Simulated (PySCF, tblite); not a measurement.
# C3H7FSeSi: geometry, infrared bands and NMR shifts

Wanted: the infrared bands and NMR shifts of C3H7FSeSi (`C=CC[Se][SiH2]F`), by calculation.

Computed with tblite 0.8.0 and PySCF 2.14.0, with density-fitted response routines of our own, on a single molecule in the gas phase. Atoms count from 0, in the outputs and in this text.

## (1) The molecule as given

13 atoms, charge 0, multiplicity 1; geometry from: force field or distance geometry start.

Bonds of the start (Å): C0–C1 1.33, C1–C2 1.51, C2–Se3 1.93, Se3–Si4 2.24, Si4–F5 1.67, C0–H6 1.09, C0–H7 1.09, C1–H8 1.09, C2–H9 1.11, C2–H10 1.10, Si4–H11 1.49, Si4–H12 1.49.

## (2) Relaxing the molecule with GFN2-xTB

What the job is given:

```
{"job": {"kind": "relax", "xc": "GFN2-xTB", "basis": "xTB"}, "charge": 0, "multiplicity": 1}
C     -2.789700     0.153600    -0.050600
C     -1.722600    -0.412800     0.509400
C     -0.409400     0.336100     0.493600
Se     0.756000    -0.845900    -0.493700
Si     2.896400    -0.203000    -0.586700
F      3.712500    -0.464800     0.852200
H     -2.735000     1.133600    -0.516700
H     -3.702700    -0.430900     0.005100
H     -1.758700    -1.392100     0.986800
H     -0.631600     1.248200    -0.107200
H     -0.070300     0.550200     1.516900
H      3.530200    -0.926200    -1.731000
H      2.920600     1.254700    -0.895800
```

The run is started by

```sh
> OMP_NUM_THREADS=1 python probes_run.py task.json out
```

This one command runs all jobs of the session in turn.

**Question.** This job is followed by: GFN2-xTB harmonic vibrations, gas phase; GIAO PBE0/pcSseg-1 NMR shielding, non-relativistic, gas phase. Predict these results of the whole session: strongest single infrared mode (GFN2-xTB); zero-point energy (GFN2-xTB); 13C shifts against TMS (PBE0/pcSseg-1); 1H shifts against TMS (PBE0/pcSseg-1, means over atoms taken as alike); 77Se shifts against Me2Se (PBE0/pcSseg-1); 29Si shifts against TMS (PBE0/pcSseg-1); 19F shifts against CFCl3 (PBE0/pcSseg-1).

The runs gave:

| quantity | value |
| --- | --- |
| strongest single infrared mode (GFN2-xTB) | 734 cm⁻¹, 371 km/mol |
| zero-point energy (GFN2-xTB) | 55.3 kcal/mol |
| 13C shifts against TMS (PBE0/pcSseg-1) | 142.6, 127.6, 34.5 ppm |
| 1H shifts against TMS (PBE0/pcSseg-1, means over atoms taken as alike) | 6.29, 5.91, 5.76, 5.54, 3.59 ppm |
| 77Se shifts against Me2Se (PBE0/pcSseg-1) | -98 ppm |
| 29Si shifts against TMS (PBE0/pcSseg-1) | 14.6 ppm |
| 19F shifts against CFCl3 (PBE0/pcSseg-1) | -212.5 ppm |

What this shows: The optimisation took 94 steps and gained 0.519 eV; among the close pairs (by a distance rule), C2–Se3 changed most, from 1.931 to 2.010 Å. No mode is imaginary among the 33: a minimum at this level. The strongest single mode, at 734 cm⁻¹, moves mainly H11 and H12. Unscaled tight-binding wavenumbers are off by several per cent, some by more. Its intensities can rank the bands wrongly. C1 (alkene CH) lies farthest downfield among carbon, at 142.6 ppm; as expected for a trigonal carbon in a double bond. The most deshielded hydrogen is H8 (hydrogen on an alkene CH), at 6.29 ppm: olefinic region. At PBE0/pcSseg-1: The widest tensor belongs to Se3: span 854 ppm, with a paramagnetic part of -1147 ppm. Spin-orbit coupling is left out, which matters for shieldings and couplings at and beside the heavy atoms.
